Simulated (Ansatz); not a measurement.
# TaPSe4: the cost of one run

Computed with Ansatz 0.2.0 (DFT PBE, scalar-relativistic, plane waves, PAW, unless a step's input says otherwise).

### Step 1. Starting point

Symmetry: F-43m, No. 216, cubic system. The conventional cell has a = 7.762 Å, b = 7.762 Å, c = 7.762 Å, α = 90.00°, β = 90.00°, γ = 90.00°. Ta (site symmetry -43m) has 12 Se at 3.22 Å and 4 P at 3.36 Å as nearest neighbours. P (site symmetry -43m) has 12 Se at 3.22 Å and 4 Ta at 3.36 Å as nearest neighbours. Se (site symmetry 3m) has 6 Se at 2.73 to 2.76 Å and 3 Ta at 3.22 Å as nearest neighbours.

Coordinates:

```
Ta P Se
1.0
     0.00000    3.88099    3.88099
     3.88099    0.00000    3.88099
     3.88099    3.88099    0.00000
Ta P Se
1 1 4
Direct
  0.00000 0.00000 0.00000
  0.25000 0.25000 0.25000
  0.62580 0.62580 0.12259
  0.62580 0.12259 0.62580
  0.12259 0.62580 0.62580
  0.62580 0.62580 0.62580
```

It is the end of an earlier relaxation with the same method, from a database cell with other species swapped in; it is a trial structure. At a tolerance of 0.05 Å it has space group F-43m (No. 216); it has 19.49 Å³/atom, an uncorrected energy of +1.08 eV/atom over the elements.

### Step 2. Electronic structure at the relaxed geometry

The input, input.yaml:

```yaml
crystal:
  lattice:
    - [0.0, 3.8809887507, 3.8809887507]
    - [3.8809887507, 0.0, 3.8809887507]
    - [3.8809887507, 3.8809887507, 0.0]
  atoms:
    - { symbol: Ta, position: [0.0, 0.0, 0.0] }
    - { symbol: P, position: [0.25, 0.25, 0.25] }
    - { symbol: Se, position: [0.6258018474, 0.6258018474, 0.1225944578] }
    - { symbol: Se, position: [0.6258018474, 0.1225944578, 0.6258018474] }
    - { symbol: Se, position: [0.1225944578, 0.6258018474, 0.6258018474] }
    - { symbol: Se, position: [0.6258018474, 0.6258018474, 0.6258018474] }
basis:
  ecutwfc: 420
kpoints:
  mp_grid: { grid: [8, 8, 8] }
  band_path:
    path:
      - [[0.0, 0.0, 0.0], [-0.5, -0.5, 0.0], [-0.375, -0.375, 0.25]]
      - [[-0.375, 0.0, 0.375], [0.0, 0.0, 0.0], [0.0, 0.0, 0.5], [-0.5, -0.25, 0.25], [-0.5, -0.5, 0.0]]
    npoints: 14
hamiltonian:
  xc: pbe
scf:
  occupations: { method: gaussian, width: 0.1 }
  n_extra_bands: 15
output:
  forces: true
  stress: true
  eigenvalues: true
  populations: true
  dos: { projected: true, de: 0.02, nscf_kmesh: { grid: [10, 10, 10] } }
  bader: true
  write_density: true
  write_potential: true
  elf: true
  volumetric_format: npy
```

Launch:

```
$ ansatz run input.yaml --threads 1 --pin off --max-ram 2048MiB --backend cpu --events-out ev --progress --plain --runs-dir out
```

**Question.** How long does this run take on 1 thread of Arm Neoverse V2, shared host, and how much memory does it need?

About 94 s, with a peak of 0.59 GiB.
